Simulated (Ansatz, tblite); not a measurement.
**Cyclo-(Cl2SnNH)3 (Cl₆H₃N₃Sn₃): one state, many levels**

The task here is to estimate one member of a computed series from the others.

The runs use Ansatz 0.2.0, Gaussian basis; as each input shows.

Plan: GFN1-xTB, GFN2-xTB, PBE-D4/def2-TZVP, r2SCAN-D4/def2-TZVP, ωB97M-V/def2-TZVP, HSE06-D4/def2-TZVP, PBE-QIDH/def2-TZVP, PBE+5HF/def2-SVP, PBE+10HF/def2-SVP, PBE+15HF/def2-SVP, PBE+35HF/def2-SVP, PBE+50HF/def2-SVP, PBE-D4/def2-SVP, PBE0-D4/def2-SVP, CCSD(T)/def2-SVP, MP2/def2-TZVP, RPA/def2-TZVP.

3 further runs of the same task are left out: 3 set aside as unsound or not needed. Runs told in other sessions of the task aren't counted.

## The structure

The geometry is that of the singlet, from an earlier relaxation (PBE-D4/def2-SVP).

15 atoms, charge 0, spin multiplicity 1.

Bond lengths: Sn1–Cl2 2.350 Å, Sn1–Cl3 2.366 Å, Sn1–N4 2.048 Å, Sn1–N12 2.048 Å, N4–Sn5 2.048 Å, N4–H13 1.033 Å, Sn5–Cl6 2.366 Å, Sn5–Cl7 2.350 Å, Sn5–N8 2.048 Å, N8–Sn9 2.048 Å, N8–H14 1.032 Å, Sn9–Cl10 2.349 Å, Sn9–Cl11 2.366 Å, Sn9–N12 2.048 Å, N12–H15 1.032 Å. Angles: Cl2–Sn1–Cl3 106.6°, Cl2–Sn1–N4 108.9°, Cl2–Sn1–N12 108.7°, Cl3–Sn1–N4 112.9°, Cl3–Sn1–N12 113.1°, N4–Sn1–N12 106.6°, Sn1–N4–Sn5 121.1°, Sn1–N4–H13 110.3°, Sn5–N4–H13 110.3°, N4–Sn5–Cl6 112.9°, N4–Sn5–Cl7 108.9°, N4–Sn5–N8 106.6°, Cl6–Sn5–Cl7 106.4°, Cl6–Sn5–N8 113.1°, Cl7–Sn5–N8 108.7°, Sn5–N8–Sn9 121.2°, Sn5–N8–H14 110.6°, Sn9–N8–H14 110.7° and more.

Sn takes a core potential in the def2 sets. No spin-orbit coupling is included.

PBE0-D4/def2-TZVP was run before; its log isn't repeated, and its numbers join the tables.

Set-up of the first run:

Tight binding, by tblite at 300 K electronic temperature and without a spin-polarisation term:

```python
tblite.interface.Calculator('GFN1-xTB', numbers, positions, charge=0, uhf=0).singlepoint()
```

Tight binding, by tblite at 300 K electronic temperature and without a spin-polarisation term:

```python
tblite.interface.Calculator('GFN2-xTB', numbers, positions, charge=0, uhf=0).singlepoint()
```

start.molden holds the orbitals of an earlier run on this state, given as this run's starting guess.

The input, in.yaml:

```yaml
crystal:
  periodic: [false, false, false]
  atoms:
    - {symbol: Sn, position_ang: [-1.934223, -0.490746, -0.511377]}
    - {symbol: Cl, position_ang: [-4.230292, -0.012972, -0.364678]}
    - {symbol: Cl, position_ang: [-1.731047, -2.426816, -1.856420]}
    - {symbol: N, position_ang: [-0.968190, 1.133421, -1.300901]}
    - {symbol: Sn, position_ang: [1.066089, 1.325343, -1.161251]}
    - {symbol: Cl, position_ang: [2.228118, -0.026480, -2.717253]}
    - {symbol: Cl, position_ang: [1.656757, 3.548727, -1.640103]}
    - {symbol: N, position_ang: [1.560797, 0.918492, 0.783669]}
    - {symbol: Sn, position_ang: [0.819923, -0.731177, 1.744137]}
    - {symbol: Cl, position_ang: [1.175286, -0.489974, 4.053925]}
    - {symbol: Cl, position_ang: [1.892433, -2.738631, 1.097798]}
    - {symbol: N, position_ang: [-1.195300, -0.746639, 1.381166]}
    - {symbol: H, position_ang: [-1.278403, 1.298592, -2.271855]}
    - {symbol: H, position_ang: [2.580032, 0.994268, 0.923231]}
    - {symbol: H, position_ang: [-1.641980, -1.555419, 1.839893]}
basis:
  gaussian: {orbitals: def2-TZVP, fitting: {mean_field: def2-universal-jkfit}, initial_orbitals: start.molden}
hamiltonian: {xc: pbe, dispersion: d4}
scf: {omitted_lower_state_checks: [starts]}
output: {forces: true, orbitals: {seedname: orbitals}}
```

The run is started by

```console
ansatz run in.yaml --threads 2 --pin off --events-out ev --progress --plain --max-ram 22528MiB --backend cuda --devices 0, --max-vram 18GiB
```

Among the steps run: PBE-D4/def2-TZVP; r2SCAN-D4/def2-TZVP; ωB97M-V/def2-TZVP; HSE06-D4/def2-TZVP; PBE-QIDH/def2-TZVP; PBE+5HF/def2-SVP; PBE+10HF/def2-SVP; PBE+15HF/def2-SVP; PBE+35HF/def2-SVP; PBE+50HF/def2-SVP; PBE-D4/def2-SVP; PBE0-D4/def2-SVP; CCSD(T)/def2-SVP; MP2/def2-TZVP; RPA/def2-TZVP.

One table of the session follows, with a row left open; its other results are not shown here.

It belongs to the step «Binding energy». 

| method | binding an atom (eV) |
| --- | --- |
| HF/def2-SVP | 1.857 |
| HF/def2-TZVP | 1.913 |
| PBE-D4/def2-SVP | ? |
| PBE-D4/def2-TZVP | 3.245 |
| r2SCAN-D4/def2-TZVP | 3.139 |
| PBE0-D4/def2-SVP | 3.086 |
| PBE0-D4/def2-TZVP | 3.132 |
| HSE06-D4/def2-TZVP | 3.135 |
| ωB97M-V/def2-TZVP | 3.140 |
| MP2/def2-SVP | 2.906 |
| MP2/def2-TZVP | 3.106 |
| CCSD/def2-SVP | 2.718 |
| CCSD(T)/def2-SVP | 2.788 |

Q: Estimate the row for PBE-D4/def2-SVP from the others.

As computed: binding an atom (eV): 3.213. In the column «binding an atom (eV)» it lies between ωB97M-V/def2-TZVP (3.140) and PBE-D4/def2-TZVP (3.245).

Limits of these values: Free atoms were run apart at each level; binding is atoms less cluster, divided by the number of atoms, without zero-point or spin-orbit terms.
